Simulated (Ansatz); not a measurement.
# CH₄Sb radical: basis-set convergence

One table from this session's results is given with a row withheld; the runs are named, their logs left out.

Computed with Ansatz 0.2.0, Gaussian basis. Level: one geometry, several basis sets.

The runs, in order: PBE0-D4/def2-SVP; ωB97M-V/def2-SVP; PBE0-D4/def2-QZVPP; ωB97M-V/def2-QZVPP; the functionals' def2-TZVPP values are taken from earlier runs.

## Structure used throughout

All runs share one geometry, relaxed beforehand with PBE0-D4 in a triple-zeta def2 set. Sb takes the def2 core potential; no spin-orbit term is included.

SMILES `[CH3][SbH]`, 6 atoms, charge 0, spin multiplicity 2.

Atoms are counted from 1 here; the program's logs count them from 0.

Bond lengths: C1–Sb2 2.162 Å, C1–H3 1.090 Å, C1–H4 1.090 Å, C1–H5 1.090 Å, Sb2–H6 1.716 Å. Angles: Sb2–C1–H3 109.9°, Sb2–C1–H4 109.1°, Sb2–C1–H5 109.9°, H3–C1–H4 109.4°, H3–C1–H5 109.1°, H4–C1–H5 109.4°, C1–Sb2–H6 92.8°.

As a file:

```tsv
atom	x (Å)	y (Å)	z (Å)
C1	-0.22218	-0.36418	-0.46391
Sb2	0.24788	0.03110	1.60912
H3	-0.90648	0.39642	-0.84059
H4	-0.69110	-1.34451	-0.54205
H5	0.69023	-0.34962	-1.06047
H6	0.92396	1.56679	1.25159
```

The first run:

in.yaml

```yaml
crystal:
  periodic: [false, false, false]
  atoms:
    - {symbol: C, position_ang: [-0.222185, -0.364175, -0.463906]}
    - {symbol: Sb, position_ang: [0.247875, 0.031096, 1.609117]}
    - {symbol: H, position_ang: [-0.906475, 0.396423, -0.840592]}
    - {symbol: H, position_ang: [-0.691102, -1.344515, -0.542049]}
    - {symbol: H, position_ang: [0.690231, -0.349616, -1.060466]}
    - {symbol: H, position_ang: [0.923958, 1.566786, 1.251594]}
basis:
  gaussian: {orbitals: def2-SVP}
magnetization: {spin_polarized: true, initial_magnetization: 1}
hamiltonian: {xc: pbe0, dispersion: d4}
output: {orbitals: {seedname: orbitals}}
```

Started as:

```sh
$ ansatz run in.yaml --threads 2 --pin off --events-out ev --progress --plain --max-ram 32768MiB --backend cpu
```

Steps of the session up to this table: PBE0-D4 in def2-SVP; ωB97M-V in def2-SVP; PBE0-D4 in def2-QZVPP; ωB97M-V in def2-QZVPP.

One of the session's tables, all rows but one given; the rest of the session is left out.

It belongs to the step «Density functionals: the series». 

| functional | basis | HOMO (eV) | LUMO (eV) |
| --- | --- | --- | --- |
| PBE0-D4 | def2-SVP | -5.85 | -2.60 |
| PBE0-D4 | def2-TZVPP | -5.91 | -2.68 |
| PBE0-D4 | def2-QZVPP | ? | ? |
| ωB97M-V | def2-SVP | -7.79 | -0.77 |
| ωB97M-V | def2-TZVPP | -7.87 | -0.99 |
| ωB97M-V | def2-QZVPP | -7.88 | -1.02 |

Q: Estimate the row for PBE0-D4, def2-QZVPP from the others.

As computed: HOMO (eV): -5.92; LUMO (eV): -2.69. In the column «HOMO (eV)» it lies between ωB97M-V, def2-SVP (-7.79) and PBE0-D4, def2-TZVPP (-5.91).
